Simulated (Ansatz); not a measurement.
# AlFe3B (P1) in Ansatz: convergence with wavefunction cutoff

Aim: find how far wavefunction cutoff must go before the results for AlFe3B settle, at r2SCAN. This setting moves, with any that are tied to it; all else stays.

Everything below comes from runs of Ansatz 0.2.0. Logs are shortened: lines on timing, memory, paths and dates and some standing lists are left out, and cuts for length are marked.

## (1) The cell of the first run

The typed cell holds 5 atoms: a = 3.822 Å, b = 3.822 Å, c = 3.822 Å, α = 90.00°, β = 90.00°, γ = 90.00°.

The cell comes from a database or a generator and needn't be the stable form of this composition.

The cell isn't the ideal one: atoms moved at random, drawn with an rms of 0.05 Å.

## (2) With wavefunction cutoff 200 eV

input.yaml reads:

```yaml
crystal:
  lattice:
    - [3.822322, 0.0, 0.0]
    - [0.0, 3.822322, 0.0]
    - [0.0, 0.0, 3.822322]
  atoms:
    - { symbol: Fe, position: [0.003725, 0.011032, 0.489687], spin: 3.0 }
    - { symbol: Fe, position: [-0.000373, 0.505888, 0.001113], spin: 3.0 }
    - { symbol: Fe, position: [0.508393, 0.006846, 0.002606], spin: 3.0 }
    - { symbol: Al, position: [0.483545, 0.498513, 0.490177] }
    - { symbol: B, position: [0.010926, 0.006096, 0.003878] }
hamiltonian:
  xc: r2scan
  pseudopotentials: { kind: paw }
magnetization:
  spin_polarized: true
kpoints:
  mp_grid: { grid: [5, 5, 5] }
scf:
  occupations: { method: cold, width: 0.05 }
output:
  forces: true
  stress: true
  eigenvalues: true
basis:
  ecutwfc: "200 eV"
```

Potentials or basis: Ansatz PAW.

Command:

```bash
ansatz run input.yaml --threads 2 --pin off --max-ram 5632MiB --backend cpu --events-out ev --progress --plain --runs-dir out
```

Log:

```text
Warning: basis.ecutwfc = 200 eV is below the records' recommended 500 eV, and the density's cutoff is lower with it unless basis.ecutrho_ratio is high enough to keep the records' density cutoff: compare with a run at a higher cutoff
Warning: RAYON_NUM_THREADS=2 ignored (pool sized by the plan → 2); use --threads N
Engine: ansatz 0.2.0, aarch64-unknown-linux-gnu
Pseudopotentials: kind: paw
Pseudopotential: Fe, paw, valence charge 16, recommended cutoff 500 eV (meta_gga), Fe.paw.azcp
Pseudopotential: Al, paw, valence charge 3, recommended cutoff 500 eV (meta_gga), Al.paw.azcp
Pseudopotential: B, paw, valence charge 3, recommended cutoff 500 eV (meta_gga), B.paw.azcp
Functional definition: r2SCAN
  parameter k0 = 0.174
  parameter k1 = 0.065
  parameter a1 = 4.9479
  exchange = r2scan_x(k0 = k0, k1 = k1, a1 = a1)
  correlation = r2scan_c
Crystal: 5 atoms, lattice volume = 55.845 Å³
Basis set: ecut = 200 eV, 365 PW (Γ), exchange–correlation on 72×72×72 points (64 copies of the dense FFT grid, shifted against one another)
Bands: 38, of which v1, the nominal top of the filled ones, is band 27 counted from 1 (26 counted from 0)
Symmetry: 1 space group operations
Space group: P1 (ITA 1), of the structure as read, at distance tolerance 3.8e-5 Å
Magnetic group: BNS 1.1 (UNI 1), of the structure as read, at distance tolerance 3.8e-5 Å
k-points: 63 of 125 (time reversal used)
Non-local potential: Fe, projectors of the file, l = 0: 3, l = 1: 2, l = 2: 3, l = 3: 1
Non-local potential: Al, projectors of the file, l = 0: 2, l = 1: 2, l = 2: 1
Non-local potential: B, projectors of the file, l = 0: 2, l = 1: 2, l = 2: 1
PAW form: soft (Blöchl's): semilocal exchange-correlation on the pseudo side does not see the compensation charge
PAW frozen core: Fe, regenerated for the run's functional (the file was generated under x = pbe(κ = 0.804, μ = 0.2195149727645171), c = pbe(β = 0.06672455060314922))
PAW frozen core: Al, regenerated for the run's functional (the file was generated under x = pbe(κ = 0.804, μ = 0.2195149727645171), c = pbe(β = 0.06672455060314922))
PAW frozen core: B, regenerated for the run's functional (the file was generated under x = pbe(κ = 0.804, μ = 0.2195149727645171), c = pbe(β = 0.06672455060314922))
PAW one-centre angular grid: Fe, 590 points (default); XC on 160 Gauss nodes
PAW one-centre angular grid: Al, 302 points (default); XC on 160 Gauss nodes
PAW one-centre angular grid: B, 302 points (default); XC on 160 Gauss nodes
Initial density: superposition of atomic densities (chi_scale 0.1, normalization cell)
Starting moments: Σ|m| = 9 μB on 3 of 5 sites
[... 28 lines left out ...]
SCF iter  21: F=—  HF=-14104.306412 eV  |F-HF|=—  |Δ(HF+E_count)|=   6.32e-8  S|Δr|=    0.00e0  Δρ=1.30e-5 (↑8.45e-6 ↓1.30e-5)  dr2=5.43e-8  dr2_τ=9.36e-10  dr2_m=3.28e-9  M=7.082 μB ∫|m|=8.395 μB  β_m=1.20  ethr=1.64e-10  ⟨swp⟩=3.0  Hψ=10928  notcnv=0  κ⁻¹=1.0e-5(r=8)
SCF iter  22: F=-14104.306412 eV  HF=-14104.306412 eV  |F-HF|=1.06e-7  |Δ(HF+E_count)|=   1.19e-7  S|Δr|=    0.00e0  Δρ=1.19e-5 (↑7.53e-6 ↓1.19e-5)  dr2=4.11e-8  dr2_τ=5.93e-10  dr2_m=2.95e-9  M=7.082 μB ∫|m|=8.395 μB  ethr=1.00e-10  ⟨swp⟩=3.0  Hψ=12031  notcnv=0
SCF 1 converged in 22 iterations: F = -14104.306412 eV  dr2 = 4.11e-8
this state was not tested for a lower state beside it, because cold or Methfessel-Paxton smearing, or corrected tetrahedra, fill the levels in a way that the test cannot read (fill_not_monotonic; see scf.lower_state_search)
SCF converged after 22 iterations
Magnetization: 7.0821 μB (30.5410 up, 23.4590 down)
Absolute magnetization: 8.3953 μB (∫|ρ↑−ρ↓|, with the PAW one-centre terms)
Spin contamination: 0.3336 ħ² per cell (⟨S²⟩ above its minimum at these occupations)
Per-site moments (μB) at R_I (Å): [(2.310519234116457, 0.7661025264915435), (2.358817385555706, 0.7882393656415638), (2.3539185382688186, 0.7843635670633696), (-0.1221996501270248, 1.0784787533731983), (-0.16381329233418881, 0.7661025264915435)]
Free energy (F): -14104.306412 eV
Harris-Foulkes:  -14104.306412 eV  (|F-HF|=1.06e-7)
Internal energy: -14104.306881 eV  (E = F + TS)
E sigma→0 (E₀):  -14104.306569 eV
Entropy (-TS):   0.000469 eV (0.094 meV/atom)
Fermi energy:    15.050886 eV
--- Per-component energies (eV) ---
  E_band       = -882.638896
  E_kinetic    = 1226.402108
  E_local      = -8086.754658  (includes V_loc(G=0)·N_el)
  E_nonlocal   = 760.165302
  E_hartree    = 3478.341464
  E_xc         = -417.335367
  E_vxc        = -590.542092  (∫ρ·V_xc dr)
  E_paw        = -4785.705275  (= ΣΔE_a)
  E_vpaw       = -1188.750401  (= ΣTr[D̂ρ^β])
  E_aug_tail   = 0.055503  (compensation charges beyond the density's cutoff)
  E_vtau       = 40.101355  (kinetic-family band-sum trace: ∫τ·v_τ [+ j·A + Jᵃ·Aᵃ] dr)
  E_ewald      = -6278.528985
  E_core_change = -0.946975  (= ΣΔE_core)
  E_smearing   = 0.000469  (= −TS)
  E_closure    = -0.000000  (closes the sum)
  Σ components = -14104.306412   (vs F -14104.306412, Δ=0.00e0)
--- Forces (eV/Å), atoms counted from 1 ---
  atom   1  Fe    -0.15626369    -0.00269673     1.45489280
  atom   2  Fe    -0.19004221    -0.04354872     0.02248861
  atom   3  Fe     0.33713966    -0.03720173     0.04460378
  atom   4  Al     0.30462496     0.14544251     0.14296317
  atom   5  B     -0.29499230    -0.06201867    -1.66551478
  max |Σ_I F_I| component: 5.66e-4 eV/Å
--- Stress (GPa, compression-positive) ---
       25.829080       0.322327       0.139590
        0.322296      25.668474       0.188129
        0.139522       0.188086      25.977084
  P = ⅓ Tr σ = 25.8249 GPa (258.249 kbar)
--- Band table (eV; the first three rows and the last of 126) ---
  k-point 0 ↑: bands = ["-79.7995", "-79.7863", "-79.6897", "-44.2583", "-44.2550", "-44.2509", "-43.9855", "-43.9824", "-43.9755", "-43.4196", "-43.4144", "-43.4084", "3.5222", "7.5543", "10.2203", "10.2212", "10.8222", "10.8348", "10.8525", "11.7351", "11.7403", "11.7533", "12.3131", "12.3275", "12.3333", "12.3557", "13.0132", "13.0444", "13.1036", "13.1762", "13.2165", "18.0646", "19.2266", "19.3108", "20.1003", "20.1181", "20.1983", "27.1743"]
  k-point 1 ↑: bands = ["-79.7535", "-79.7324", "-79.6431", "-44.1909", "-44.1854", "-44.0064", "-43.9346", "-43.9267", "-43.9186", "-43.3925", "-43.2768", "-43.2721", "3.9441", "7.8682", "10.3255", "10.3402", "10.9899", "10.9952", "11.1818", "11.5546", "11.6059", "11.6303", "12.2325", "12.2431", "12.3071", "12.3662", "12.4807", "12.7779", "12.8299", "14.1658", "14.1787", "18.3645", "19.3848", "19.5081", "20.0383", "20.1013", "21.8815", "25.1159"]
  k-point 2 ↑: bands = ["-79.7565", "-79.6997", "-79.6833", "-44.1704", "-44.1648", "-43.9629", "-43.9036", "-43.8622", "-43.8528", "-43.3814", "-43.3227", "-43.3176", "4.9769", "7.4160", "9.5749", "10.8046", "10.9124", "10.9135", "10.9504", "10.9655", "10.9894", "11.6672", "12.1444", "12.1672", "12.2606", "12.3665", "12.4017", "12.4339", "12.7464", "15.6892", "15.6996", "18.5430", "19.2205", "19.2358", "19.3174", "19.7909", "23.4667", "24.4880"]
  k-point 62 ↓: bands = ["-76.0855", "-76.0419", "-75.9952", "-40.5697", "-40.3675", "-40.2070", "-40.2026", "-40.1607", "-40.0964", "-39.9325", "-39.8952", "-39.8362", "5.4473", "7.8508", "10.3563", "11.1960", "11.3204", "12.3912", "12.7245", "12.9997", "14.5028", "14.6147", "14.8951", "15.1208", "15.5057", "15.6586", "15.7852", "16.0705", "16.4233", "16.8427", "17.2704", "18.3529", "18.7751", "20.8777", "22.2517", "23.1908", "23.8219", "24.0458"]
```

Wall time 36 s (2 threads of Arm Neoverse V2, shared host); peak memory 0.44 GiB.

Results:

```yaml
Free_energy: -14104.3064 eV
Pressure: 25.8 GPa
Largest_force: 1.693 eV/Å
Band_gap_on_the_k_mesh: none (metal or under the smearing width)
Net_moment: 7.08 μB per cell
Absolute_moment: 8.40 μB per cell
Site_moments: Fe +2.31, +2.36, +2.35; Al -0.12; B -0.16 μB
```

## (3) With wavefunction cutoff 250 eV

Changes to input.yaml since step 2:

```diff
@@ -25,2 +25,2 @@
 basis:
-  ecutwfc: "200 eV"
+  ecutwfc: "250 eV"
```

Potentials or basis: Ansatz PAW.

Command:

```bash
ansatz run input.yaml --threads 2 --pin off --max-ram 5632MiB --backend cpu --events-out ev --progress --plain --runs-dir out
```

Run time: 32 s. Hardware: 2 threads of Arm Neoverse V2, shared host; peak memory 0.47 GiB.

What came out:

* Free energy: -14146.0843 eV
* Pressure: 16.7 GPa
* Largest force: 1.859 eV/Å
* Band gap on the k mesh: none (metal or under the smearing width)
* Net moment: 6.33 μB per cell
* Absolute moment: 7.72 μB per cell
* Site moments: Fe +2.13, +2.17; Al -0.14; B -0.17 μB

## (4) With wavefunction cutoff 300 eV

Changes to input.yaml since step 3:

```diff
@@ -25,2 +25,2 @@
 basis:
-  ecutwfc: "250 eV"
+  ecutwfc: "300 eV"
```

Command:

```bash
ansatz run input.yaml --threads 2 --pin off --max-ram 5632MiB --backend cpu --events-out ev --progress --plain --runs-dir out
```

Run time: 56 s. Hardware: 2 threads of Arm Neoverse V2, shared host; peak memory 0.52 GiB.

What came out:

| Quantity | Value |
| --- | --- |
| Free energy | -14153.2073 eV |
| Pressure | -0.7 GPa |
| Largest force | 1.342 eV/Å |
| Band gap on the k mesh | none (metal or under the smearing width) |
| Net moment | 5.25 μB per cell |
| Absolute moment | 6.83 μB per cell |
| Site moments | Fe +1.84, +1.88; Al -0.17; B -0.17 μB |

## (5) With wavefunction cutoff 350 eV

Changes to input.yaml since step 4:

```diff
@@ -25,2 +25,2 @@
 basis:
-  ecutwfc: "300 eV"
+  ecutwfc: "350 eV"
```

Command:

```bash
ansatz run input.yaml --threads 2 --pin off --max-ram 5632MiB --backend cpu --events-out ev --progress --plain --runs-dir out
```

Run time: 55 s. Hardware: 2 threads of Arm Neoverse V2, shared host; peak memory 0.55 GiB.

Results:

```yaml
Free_energy: -14154.2986 eV
Pressure: 0.0 GPa
Largest_force: 1.343 eV/Å
Band_gap_on_the_k_mesh: none (metal or under the smearing width)
Net_moment: 5.25 μB per cell
Absolute_moment: 6.82 μB per cell
Site_moments: Fe +1.83, +1.87; Al -0.16; B -0.17 μB
```

## (6) With wavefunction cutoff 400 eV

Changes to input.yaml since step 5:

```diff
@@ -25,2 +25,2 @@
 basis:
-  ecutwfc: "350 eV"
+  ecutwfc: "400 eV"
```

Potentials or basis: Ansatz PAW.

Command:

```bash
ansatz run input.yaml --threads 2 --pin off --max-ram 5632MiB --backend cpu --events-out ev --progress --plain --runs-dir out
```

It took 73 s on 2 threads of Arm Neoverse V2, shared host; peak memory 0.52 GiB.

Results (log left out):

- Free energy: -14154.4065 eV
- Pressure: -0.2 GPa
- Largest force: 1.359 eV/Å
- Band gap on the k mesh: none (metal or under the smearing width)
- Net moment: 5.24 μB per cell
- Absolute moment: 6.82 μB per cell
- Site moments: Fe +1.83, +1.87; Al -0.16; B -0.17 μB

## (7) With wavefunction cutoff 450 eV

Changes to input.yaml since step 6:

```diff
@@ -25,2 +25,2 @@
 basis:
-  ecutwfc: "400 eV"
+  ecutwfc: "450 eV"
```

Command:

```bash
ansatz run input.yaml --threads 2 --pin off --max-ram 5632MiB --backend cpu --events-out ev --progress --plain --runs-dir out
```

Run time: 80 s. Hardware: 2 threads of Arm Neoverse V2, shared host; peak memory 0.53 GiB.

It converged, with:

- Free energy: -14154.4190 eV
- Pressure: -0.2 GPa
- Largest force: 1.359 eV/Å
- Band gap on the k mesh: none (metal or under the smearing width)
- Net moment: 5.25 μB per cell
- Absolute moment: 6.82 μB per cell
- Site moments: Fe +1.83, +1.87; Al -0.16; B -0.17 μB

## (8) With wavefunction cutoff 500 eV

Changes to input.yaml since step 7:

```diff
@@ -25,2 +25,2 @@
 basis:
-  ecutwfc: "450 eV"
+  ecutwfc: "500 eV"
```

Command:

```bash
ansatz run input.yaml --threads 2 --pin off --max-ram 5632MiB --backend cpu --events-out ev --progress --plain --runs-dir out
```

Run time: 79 s. Hardware: 2 threads of Arm Neoverse V2, shared host; peak memory 0.57 GiB.

It converged, with:

| Item | Value |
| --- | --- |
| Free energy | -14154.4286 eV |
| Pressure | -0.2 GPa |
| Largest force | 1.360 eV/Å |
| Band gap on the k mesh | none (metal or under the smearing width) |
| Net moment | 5.25 μB per cell |
| Absolute moment | 6.82 μB per cell |
| Site moments | Fe +1.83, +1.87; Al -0.16; B -0.17 μB |

## (9) With wavefunction cutoff 600 eV

Changes to input.yaml since step 8:

```diff
@@ -25,2 +25,2 @@
 basis:
-  ecutwfc: "500 eV"
+  ecutwfc: "600 eV"
```

Potentials or basis: Ansatz PAW.

Command:

```bash
ansatz run input.yaml --threads 2 --pin off --max-ram 5632MiB --backend cpu --events-out ev --progress --plain --runs-dir out
```

Wall time 93 s (2 threads of Arm Neoverse V2, shared host); peak memory 0.66 GiB.

It converged, with:

```
Free energy            : -14154.4347 eV
Pressure               : -0.2 GPa
Largest force          : 1.360 eV/Å
Band gap on the k mesh : none (metal or under the smearing width)
Net moment             : 5.25 μB per cell
Absolute moment        : 6.83 μB per cell
Site moments           : Fe +1.83, +1.87; Al -0.16; B -0.17 μB
```

## (10) With wavefunction cutoff 800 eV

Changes to input.yaml since step 9:

```diff
@@ -25,2 +25,2 @@
 basis:
-  ecutwfc: "600 eV"
+  ecutwfc: "800 eV"
```

Command:

```bash
ansatz run input.yaml --threads 2 --pin off --max-ram 5632MiB --backend cpu --events-out ev --progress --plain --runs-dir out
```

Wall time 2.2 min (2 threads of Arm Neoverse V2, shared host); peak memory 0.84 GiB.

The run converged. Its results:

- Free energy: -14154.4376 eV
- Pressure: -0.2 GPa
- Largest force: 1.360 eV/Å
- Band gap on the k mesh: none (metal or under the smearing width)
- Net moment: 5.25 μB per cell
- Absolute moment: 6.83 μB per cell
- Site moments: Fe +1.83, +1.87; Al -0.16; B -0.17 μB

## (11) Summary

```csv
wavefunction cutoff,"energy less the tightest run, at zero smearing (meV/atom)",pressure (GPa),largest force (eV/Å),absolute moment (μB),SCF cycles,CPU time (s),peak memory (GiB)
200 eV,10026.44,25.82,1.693,8.40,22,69,0.44
250 eV,1670.77,16.72,1.859,7.72,19,61,0.47
300 eV,246.02,-0.75,1.342,6.83,24,110,0.52
350 eV,27.80,-0.04,1.343,6.82,23,110,0.55
400 eV,6.21,-0.19,1.359,6.82,24,140,0.52
450 eV,3.72,-0.20,1.359,6.82,23,160,0.53
500 eV,1.80,-0.17,1.360,6.82,22,150,0.57
600 eV,0.57,-0.16,1.360,6.83,22,180,0.66
800 eV,0.00,-0.17,1.360,6.83,22,260,0.84
```

Against the tightest run, the energy stays within 1 meV/atom from 600 eV on; the pressure stays within 0.1 GPa from 400 eV on; the largest force stays within 0.005 eV/Å from 400 eV on; the absolute moment stays within 0.02 μB from 300 eV on. The tightest run that finished is the yardstick and may itself not be fully converged.

Caveats: the magnetic or orbital state may not be the lowest; the PAW data sets come from PBE, with cores solved anew for the run's functional, which leaves a small shift of forces and pressure.
